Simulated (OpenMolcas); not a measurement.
# Mo⁵⁺ among point charges: CASSCF and CASPT2 levels and susceptibility

Aim: the splitting of the states of Mo⁵⁺ in the field of 6 point charges, its lowest levels with spin-orbit coupling and its magnetic susceptibility.

Method: state-averaged CASSCF and CASPT2, spin-orbit coupling by RASSI with atomic mean-field integrals. Code: OpenMolcas 26.06.

**1. Starting point**

```
Species                           : Mo⁵⁺ (molybdenum, Z = 42, 37 electrons)
Basis                             : ANO-RCC-VDZP [6s5p3d1f], 43 functions
Scalar Hamiltonian                : DKH2, point nucleus
Inactive shells                   : 1s 2s 2p 3s 3p 3d 4s 4p
Active space                      : 1 electron in 5 orbitals (4d)
Some configurations of this space : 4d
Orbitals                          : optimised for each spin and parity, averaged over all roots
```

The outer shells:

4d
```
4d [↑ ][  ][  ][  ][  ]
```

The ion sits among 6 point charges of -1.7 e arranged as a tetragonal octahedron (D4h), 1.99 Å from the ion, with the axial distance 1.771 Å.

The work runs as a chain of OpenMolcas steps in one folder; each step below is one input file. Labels, J, g values, rates, χT and fits are worked out afterwards by a script from the matrices that RASSI stores. The input lists half of the charges; inversion (Group=XYZ) makes the rest.

**2. Basis and integrals**

a.inp

```
&GATEWAY
Coord
1

Mo 0.0 0.0 0.0
Basis=ANO-RCC-VDZP
Group=XYZ
NoMove
AngMom=0.0 0.0 0.0
AMFI
XField
3 Angstrom 0
1.990000 0.000000 0.000000 -1.700000
0.000000 1.990000 0.000000 -1.700000
0.000000 0.000000 1.771100 -1.700000
&SEWARD
```

**3. Reference wave functions, doublets of even parity, 5 roots**

a.inp

```
&RASSCF
FileOrb=start.orb
Symmetry=1
Spin=2
nActEl=1 0 0
Inactive=9 9
Ras2=5 0
CIRoot=5 5 1
SDav=5
CIMx=300
Iter=120 100
PrWF=0.3
OrbListing=Nothing
MaxOrb=0
>>> COPY $Project.JobIph JOB001
```

start.orb holds the contracted functions of the basis, ordered by shell, or the orbitals of the step before.

**4. RASSI: spin-orbit coupling between the states**

a.inp

```
&RASSI
NrOfJobIphs=1 5
1 2 3 4 5
IphNames
JOB001
EJob
SpinOrbit
DIPRint=1.0
SOCoupling=1000.0
Subsets=2
Property=9
'ANGMOM' 1 'ANGMOM' 2 'ANGMOM' 3 'MLTPL  1' 1 'MLTPL  1' 2 'MLTPL  1' 3
'AMFI' 1 'AMFI' 2 'AMFI' 3
SOProperty=3
'ANGMOM' 1 'ANGMOM' 2 'ANGMOM' 3
```

**5. CASPT2: IPEA 0.25, imaginary shift 0.1 (closed shells correlated: 4s 4p)**

a.inp

```
>>> COPY JOB001 $Project.JobIph
&CASPT2
Multistate=5 1 2 3 4 5
NoMult
Frozen=8 6
IPEA=0.25
Imaginary=0.1
MaxIter=60
WThr=0.0 0.3 0.05
PrWF=0.5
NoMix
```

(Steps that only read results are left out.)

Before running it: what results should come out? Wanted: spin-free ground state; first state of the same spin within the active space; lowest level; next level.

The runs gave:

| quantity | value |
| --- | --- |
| method | SS-CASPT2, IPEA 0.25, imaginary shift 0.1 (closed shells correlated: 4s 4p) |
| spin-free ground state | 2B2, 1-fold in its orbital part |
| first state of the same spin within the active space | 2E at 3820 cm⁻¹ |
| lowest level | 2-fold E3/2, g = 0.84, 1.48, 1.48 |
| next level | 3460.2 cm⁻¹ |
| χT at 300 K | 0.21 cm³ K/mol |
| effective moment at 300 K | 1.29 μB |

Cost by method:

```tsv
method	time of its own steps	time with the reference
A. CASSCF	3.4 s	3.4 s
B. SS-CASPT2, IPEA 0.25, imaginary shift 0.1, +4s 4p	0.92 s	4.4 s
```

Times are of one thread on a shared host.

The spin-free ground state (2B2) comes to 100 % from free-ion D terms and keeps the highest spin of the shell. χT at 300 K is 0.21, against 0.38 cm³ K/mol for the spin alone, so orbital moment lowers it. The field of point charges can differ much from that of real complexes. Point charges carry no covalency, so the field is a model and not that of real ligands.
